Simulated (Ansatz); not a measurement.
# BeSiH (quartet): from Hartree-Fock to the top rungs at distance Si1–H3 = 1.843 Å, 6-31G

Aim: climb from Hartree-Fock through coupled cluster and multireference methods for BeSiH (quartet) at one geometry and basis, and see what each rung misses.

Computed with Ansatz 0.2.0, Gaussian basis. Level: 6-31G, core rule «outside noble gas», up to 6 orbitals frozen.

The runs, in order: UHF; CCSD(T) on ROHF; CCSD(T) on UHF; BCCD(T) on ROHF; CISD as a restricted active space (open shells left free, so some higher excitations enter); CCSDT(Q) on ROHF; CCSDT(Q) on UHF; CISDTQ; CCSDTQ on ROHF; CCSDTQ on UHF; CASSCF and MRCISD+Q, 5 electrons in 5 orbitals; CASSCF and NEVPT2, 5 electrons in 5 orbitals; CASSCF and MRCISD+Q, 7 electrons in 9 orbitals; CASSCF and NEVPT2, 7 electrons in 9 orbitals; Full CI.

17 further runs of the same task are left out: 13 that didn't finish, 4 set aside as unsound or not needed. Runs told in other sessions of the task aren't counted.

**1. The system**

The geometry derives from a PBE0/def2-TZVP stationary point (not a proven minimum). One bond is set to the value named and the two fragments are kept rigid.

3 atoms, charge 0, spin multiplicity 4.

Atoms are counted from 1 here; the program's logs count them from 0.

Bond lengths: Si1–Be2 2.079 Å.

**2. UHF**

in.yaml reads:

```yaml
crystal:
  periodic: [false, false, false]
  atoms:
    - {symbol: Si, position_ang: [0.000000, 0.000000, 0.078733]}
    - {symbol: Be, position_ang: [0.000000, 0.000000, -2.000467]}
    - {symbol: H, position_ang: [0.000000, 0.000000, 1.921733]}
basis:
  gaussian: {orbitals: 6-31G}
magnetization: {spin_polarized: true, initial_magnetization: 3}
hamiltonian: {xc: hf}
output: {orbitals: {seedname: orbitals}}
```

Started as:

```
$ ansatz run in.yaml --threads 1 --pin off --events-out ev --progress --plain --max-ram 2393MiB
```

After this run come: CCSD(T) on ROHF; CCSD(T) on UHF; BCCD(T) on ROHF; CISD as a restricted active space (open shells left free, so some higher excitations enter); CCSDT(Q) on ROHF; CCSDT(Q) on UHF; CISDTQ; CCSDTQ on ROHF; CCSDTQ on UHF; CASSCF and MRCISD+Q, 5 electrons in 5 orbitals; CASSCF and NEVPT2, 5 electrons in 5 orbitals; CASSCF and MRCISD+Q, 7 electrons in 9 orbitals; CASSCF and NEVPT2, 7 electrons in 9 orbitals; Full CI.

**Question.** What will the summary of the whole plan be? Wanted: FCI from the RHF energy; RMP2 from FCI; UMP2 from FCI; RCCSD from FCI; RCCSD(T) from FCI; UCCSD(T) from FCI; RCCSDT(Q) from FCI; UCCSDT(Q) from FCI; NEVPT2 pair from FCI.

As calculated:

| quantity | value |
| --- | --- |
| FCI from the ROHF energy | -2.1177 eV |
| RMP2 from FCI | +72.1 kJ/mol |
| UMP2 from FCI | +72.4 kJ/mol |
| RCCSD from FCI | +8.4 kJ/mol |
| RCCSD(T) from FCI | +2.7 kJ/mol |
| UCCSD(T) from FCI | +3.0 kJ/mol |
| RCCSDT(Q) from FCI | 0.0 kJ/mol |
| UCCSDT(Q) from FCI | 0.0 kJ/mol |
| NEVPT2 pair from FCI | +49.8 kJ/mol |
| MRCISD+Q pair from FCI | +3.5 kJ/mol |
| NEVPT2 valence from FCI | +14.3 kJ/mol |
| levels within 1 kcal/mol (43 meV) | RCCSD(T), UCCSD(T), BCCD(T), RCCSDT, UCCSDT, CISDTQ, RCCSDT(Q), UCCSDT(Q), RCCSDTQ, UCCSDTQ, MRCISD+Q pair, MRCISD valence, MRCISD+Q valence |
| T1 diagnostic | 0.034 |
| effectively unpaired electrons | 3.07 |

**Reading.** RCCSD(T) lands +2.7 kJ/mol from the yardstick (1.3 % of the correlation energy). One determinant dominates. Of the multireference levels listed MRCISD+Q valence comes nearest in total energy (+0.5 kJ/mol), which doesn't show that its space is the better one. These misses are within one basis, not against nature; the frozen cores of restricted and unrestricted runs differ, which can shift their rows.

Levels on UHF freeze UHF's core orbitals, full CI those of ROHF, so the U rows can settle a little off it for that reason alone.

With open shells the CI space here admits some higher excitations, so it is larger than plain CISD.
